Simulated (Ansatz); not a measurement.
# AlAs (triplet): the correlation ladder, aug-cc-pVDZ

Aim: climb from Hartree-Fock through coupled cluster for AlAs (triplet) at one geometry and basis, and see what each rung misses.

Computed with Ansatz 0.2.0, Gaussian basis. Level: aug-cc-pVDZ, core rule «outside noble gas», up to 19 orbitals frozen.

To be run: UHF; CCSD(T) on ROHF; CCSD(T) on UHF; BCCD(T) on ROHF; CISD; CCSDT(Q) on ROHF; CCSDT(Q) on UHF.

39 further runs of the same task are left out: 7 for a known fault of the program, 23 that didn't finish, 9 set aside as unsound or not needed.

### 1 The system

The geometry is a PBE0/def2-TZVPD stationary point (not a proven minimum) of the parent state, kept for this charge and spin. No spin-orbit coupling is included. The filled d shell of As may be among the frozen orbitals whatever the setting's name suggests; the logs give the count.

2 atoms, charge 0, spin multiplicity 3.

Atoms are counted from 1 here; the program's logs count them from 0.

Bond lengths: Al1–As2 2.421 Å.

Coordinates:

```xyz
2
AlAs
Al    0.0000    0.0000    0.0000
As    0.0000    0.0000    2.4210
```

### 2 UHF

Contents of in.yaml:

```yaml
crystal:
  periodic: [false, false, false]
  atoms:
    - {symbol: Al, position_ang: [0.000000, 0.000000, 0.000000]}
    - {symbol: As, position_ang: [0.000000, 0.000000, 2.421000]}
basis:
  gaussian: {orbitals: aug-cc-pVDZ}
magnetization: {spin_polarized: true, initial_magnetization: 2}
hamiltonian: {xc: hf}
output: {orbitals: {seedname: orbitals}}
```

Started as:

```console
ansatz run in.yaml --threads 1 --pin off --events-out ev --progress --plain --max-ram 2393MiB
```

Further steps of the session: CCSD(T) on ROHF; CCSD(T) on UHF; BCCD(T) on ROHF; CISD; CCSDT(Q) on ROHF; CCSDT(Q) on UHF.

Q: Predict the results of all the runs planned. Wanted: UCCSDT(Q) below the RHF energy; RMP2 from UCCSDT(Q); UMP2 from UCCSDT(Q); RCCSD from UCCSDT(Q); RCCSD(T) from UCCSDT(Q); UCCSD(T) from UCCSDT(Q); RCCSDT(Q) from UCCSDT(Q); T1 diagnostic.

As calculated:

```
                         quantity                                         value
   UCCSDT(Q) below the RHF energy                                    -4.1226 eV
              RMP2 from UCCSDT(Q)                                  +93.7 kJ/mol
              UMP2 from UCCSDT(Q)                                  +95.3 kJ/mol
             RCCSD from UCCSDT(Q)                                  +16.5 kJ/mol
          RCCSD(T) from UCCSDT(Q)                                   +4.2 kJ/mol
          UCCSD(T) from UCCSDT(Q)                                   +3.6 kJ/mol
         RCCSDT(Q) from UCCSDT(Q)                                   +0.6 kJ/mol
levels within 1 kcal/mol (43 meV)  UCCSD(T), BCCD(T), RCCSDT, UCCSDT, RCCSDT(Q)
                    T1 diagnostic                                         0.021
```

RCCSD(T) lands +4.2 kJ/mol from the yardstick (1.1 % of the correlation energy). Coupled cluster took another determinant than the lowest Hartree-Fock one. These misses are within one basis, not against nature; the frozen cores of restricted and unrestricted runs differ, which can shift their rows.
